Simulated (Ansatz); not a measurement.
# Cl3HOZr: the cost of one run

Method: the settings change from run to run; program: Ansatz 0.2.0, Gaussian basis.

1 further run of the same task is left out (for a known fault of the program).

## 1. The geometry

The structure was relaxed beforehand with PBE0-D4 in a triple-zeta def2 set. Zr takes a core potential in def2 sets; no spin-orbit term is included.

6 atoms, charge 0, spin multiplicity 1.

Atoms are counted from 1 here; the program's logs count them from 0.

Bond lengths: O1–Zr2 1.878 Å, O1–H6 0.954 Å, Zr2–Cl3 2.336 Å, Zr2–Cl4 2.336 Å, Zr2–Cl5 2.336 Å. Angles: Zr2–O1–H6 179.3°, O1–Zr2–Cl3 109.2°, O1–Zr2–Cl4 109.2°, O1–Zr2–Cl5 109.2°, Cl3–Zr2–Cl4 109.8°, Cl3–Zr2–Cl5 109.8°, Cl4–Zr2–Cl5 109.8°.

## 2. wB97X-V/def2-SVPD

Set apart from the defaults: charge +1, multiplicity 2, restricted open-shell orbitals, a point charge of 1.00 e beside it.

File in.yaml:

```yaml
crystal:
  periodic: [false, false, false]
  atoms:
    - {symbol: O, position_ang: [-0.512580, 0.298608, 1.339557]}
    - {symbol: Zr, position_ang: [0.148133, -0.092340, -0.374834]}
    - {symbol: Cl, position_ang: [2.028539, -1.464189, -0.177495]}
    - {symbol: Cl, position_ang: [-1.507032, -1.193056, -1.601970]}
    - {symbol: Cl, position_ang: [0.732194, 1.900645, -1.444522]}
    - {symbol: H, position_ang: [-0.847154, 0.486431, 2.213162]}
basis:
  gaussian: {orbitals: def2-SVPD, point_charges: [{charge: 1.00, position_ang: [6.519, 0.303, 0.676]}]}
total_charge: 1
magnetization: {spin_polarized: false, initial_magnetization: 1}
hamiltonian: {xc: {name: wB97X-V}}
output: {forces: true}
```

The run is started by

```
$ ansatz run in.yaml --threads 4 --pin off --events-out ev --progress --plain --max-ram 10444MiB
```

**Question.** How long does this run take on 4 threads of Arm Neoverse N1, shared host, and how much memory does it need?

About 88 s, with a peak of 1 GiB.
